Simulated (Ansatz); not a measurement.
**BH₄NSe: how energies converge with the basis set**

One table from this session's results is given with a row withheld; the runs are named, their logs left out.

Computed with Ansatz 0.2.0, Gaussian basis. Level: one geometry, several basis sets.

Plan: PBE0-D4/def2-SVP; ωB97M-V/def2-SVP; PBE0-D4/def2-QZVPP; ωB97M-V/def2-QZVPP; the functionals' def2-TZVPP values are taken from earlier runs.

## Structure used throughout

All runs share one geometry, relaxed beforehand with PBE0-D4 in a triple-zeta def2 set.

SMILES `NB[SeH]`, 7 atoms, charge 0, spin multiplicity 1.

Atoms are counted from 1 here; the program's logs count them from 0.

Bond lengths: N1–B2 1.389 Å, N1–H4 1.005 Å, N1–H5 1.006 Å, B2–Se3 1.956 Å, B2–H6 1.192 Å, Se3–H7 1.464 Å. Angles: B2–N1–H4 121.8°, B2–N1–H5 124.5°, H4–N1–H5 113.7°, N1–B2–Se3 120.3°, N1–B2–H6 120.2°, Se3–B2–H6 119.5°, B2–Se3–H7 94.6°.

The first run:

The input, in.yaml:

```yaml
crystal:
  periodic: [false, false, false]
  atoms:
    - {symbol: N, position_ang: [-1.016414, 0.477820, -0.444955]}
    - {symbol: B, position_ang: [0.032197, -0.044314, 0.301962]}
    - {symbol: Se, position_ang: [1.650384, -0.689387, -0.587722]}
    - {symbol: H, position_ang: [-1.858182, 0.815665, -0.012222]}
    - {symbol: H, position_ang: [-1.017795, 0.557295, -1.447579]}
    - {symbol: H, position_ang: [-0.047620, -0.102488, 1.490151]}
    - {symbol: H, position_ang: [2.318629, -1.082590, 0.654663]}
basis:
  gaussian: {orbitals: def2-SVP}
hamiltonian: {xc: pbe0, dispersion: d4}
output: {orbitals: {seedname: orbitals}}
```

Started as:

```bash
$ ansatz run in.yaml --threads 2 --pin off --events-out ev --progress --plain --max-ram 4352MiB
```

Among the steps run: PBE0-D4 in def2-SVP; ωB97M-V in def2-SVP; PBE0-D4 in def2-QZVPP; ωB97M-V in def2-QZVPP.

One of the session's tables, all rows but one given; the rest of the session is left out.

It belongs to the step «Functionals by basis». 

| functional | basis | HOMO (eV) | LUMO (eV) |
| --- | --- | --- | --- |
| PBE0-D4 | def2-SVP | -6.63 | 0.64 |
| PBE0-D4 | def2-TZVPP | ? | ? |
| PBE0-D4 | def2-QZVPP | -6.84 | 0.07 |
| ωB97M-V | def2-SVP | -8.75 | 2.62 |
| ωB97M-V | def2-TZVPP | -8.95 | 1.86 |
| ωB97M-V | def2-QZVPP | -8.98 | 1.51 |

Q: Estimate the row for PBE0-D4, def2-TZVPP from the others.

The run gave: HOMO (eV): -6.82; LUMO (eV): 0.25. In the column «HOMO (eV)» it lies between PBE0-D4, def2-QZVPP (-6.84) and PBE0-D4, def2-SVP (-6.63).
